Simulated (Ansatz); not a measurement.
# H3O2Sn: the cost of one run

Method: UKS PBE0-D4/def2-SVP, in Ansatz 0.2.0.

## 1. The system as given

Bond lengths: O1–Sn2 1.958 Å, Sn2–O3 1.954 Å, O1–H4 1.003 Å, Sn2–H5 1.748 Å, O3–H6 0.981 Å. Angles: O1–Sn2–O3 108.0°, O1–Sn2–H5 111.5°, O3–Sn2–H5 109.8°, Sn2–O1–H4 100.1°, Sn2–O3–H6 106.2°.

Structure file:

```xyz
6

O    -1.3462   -0.7683   -0.2377
Sn    0.3295    0.2200   -0.4587
O     1.3638    0.0286    1.1883
H    -1.8101   -0.5221   -1.0926
H     0.0365    1.9135   -0.7802
H     1.4685   -0.9356    1.3348
```

## 2. End point A

Input file input.yaml:

```yaml
crystal:
  periodic: [false, false, false]
  atoms:
    - { symbol: O, position_ang: [-1.3462, -0.7683, -0.2377] }
    - { symbol: Sn, position_ang: [0.3295, 0.22, -0.4587] }
    - { symbol: O, position_ang: [1.3638, 0.0286, 1.1883] }
    - { symbol: H, position_ang: [-1.8101, -0.5221, -1.0926] }
    - { symbol: H, position_ang: [0.0365, 1.9135, -0.7802] }
    - { symbol: H, position_ang: [1.4685, -0.9356, 1.3348] }
magnetization:
  spin_polarized: true
  initial_magnetization: 1
basis:
  gaussian: { orbitals: def2-SVP }
hamiltonian:
  xc: pbe0
  dispersion: d4
relax:
  f_tol: 0.015
  max_steps: 40
```

Launch:

```sh
$ ansatz run input.yaml --threads 1 --pin off --max-ram 2048MiB --backend cpu --events-out ev --progress --plain --runs-dir out
```

Q: Estimate wall time and peak memory on 1 thread of Arm Neoverse V2, shared host.

About 43 s, with a peak of 0.18 GiB.
